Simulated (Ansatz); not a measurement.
**CuF: one species, many methods**

One table from this session's results is given with a row withheld; the runs are named, their logs left out.

Program: Ansatz 0.2.0, Gaussian basis. Level of theory: functionals in def2-TZVPP, the program's frozen cores in correlated methods. These are calculated values, not measurements.

Levels to be run: LDA (SPW92), PBE-D4, revPBE-D4, BLYP-D4, r2SCAN-D4, B97M-V, PBE0-D4, B3LYP-D4, r2SCANh-D4, r2SCAN0-D4, HSE06-D4, BHLYP-D4, CAM-B3LYP-D4, LC-ωPBE, ωB97X-V, ωB97M-V, B2PLYP, PBE-QIDH; CCSD(T)/def2-SVP; CCSD(T)/def2-TZVPP; CCSD(T)/def2-QZVPP; extrapolation to the limit; RPA on PBE.

## The geometry

All runs share one geometry, relaxed beforehand with PBE0-D4 in a triple-zeta def2 set.

SMILES `[F][Cu]`, 2 atoms, charge 0, spin multiplicity 1.

Atoms are counted from 1 here; the program's logs count them from 0.

Bond lengths: F1–Cu2 1.765 Å.

Set-up of the first run:

File in.yaml:

```yaml
crystal:
  periodic: [false, false, false]
  atoms:
    - {symbol: F, position_ang: [0.765754, -0.299002, 0.379106]}
    - {symbol: Cu, position_ang: [-0.736354, 0.238902, -0.375106]}
basis:
  gaussian: {orbitals: def2-TZVPP}
hamiltonian: {xc: lda}
output: {orbitals: {seedname: orbitals}}
```

On the command line:

```bash
ansatz run in.yaml --threads 4 --pin off --events-out ev --progress --plain --max-ram 10444MiB
```

Steps of the session up to this table: LDA; PBE-D4 (GGA); revPBE-D4 (GGA); BLYP-D4 (GGA); r2SCAN-D4 (meta-GGA); B97M-V (meta-GGA); B3LYP-D4 (hybrid); r2SCANh-D4 (hybrid); r2SCAN0-D4 (hybrid); HSE06-D4 (hybrid); BHLYP-D4 (hybrid); CAM-B3LYP-D4 (range-separated); LC-ωPBE (range-separated); ωB97X-V (range-separated); ωB97M-V (range-separated); B2PLYP (double hybrid); PBE-QIDH (double hybrid).

One table of the session follows, with a row left open; its other results are not shown here.

It belongs to the step «Frontier levels by functional». 

```
  functional  HOMO (eV)  LUMO (eV)  gap (eV)
 LDA (SPW92)      -6.27      -4.31      1.95
      PBE-D4      -5.98      -4.06      1.92
   revPBE-D4      -5.88      -3.94      1.93
     BLYP-D4      -6.00      -4.17      1.83
   r2SCAN-D4      -6.01      -3.73      2.28
      B97M-V          ?          ?         ?
     PBE0-D4      -7.45      -2.96      4.49
    B3LYP-D4      -7.32      -3.44      3.88
  r2SCANh-D4      -6.60      -3.32      3.28
  r2SCAN0-D4      -7.53      -2.75      4.78
    HSE06-D4      -7.02      -3.33      3.70
    BHLYP-D4      -9.13      -2.20      6.93
CAM-B3LYP-D4      -9.10      -2.17      6.93
     LC-ωPBE     -10.31      -0.76      9.55
     ωB97X-V      -9.98      -0.91      9.07
     ωB97M-V     -10.02      -1.26      8.76
```

Estimate the missing values for B97M-V.

The run gave: HOMO (eV): -6.08; LUMO (eV): -3.94; gap (eV): 2.14. In the column «HOMO (eV)» it lies between LDA (SPW92) (-6.27) and r2SCAN-D4 (-6.01).
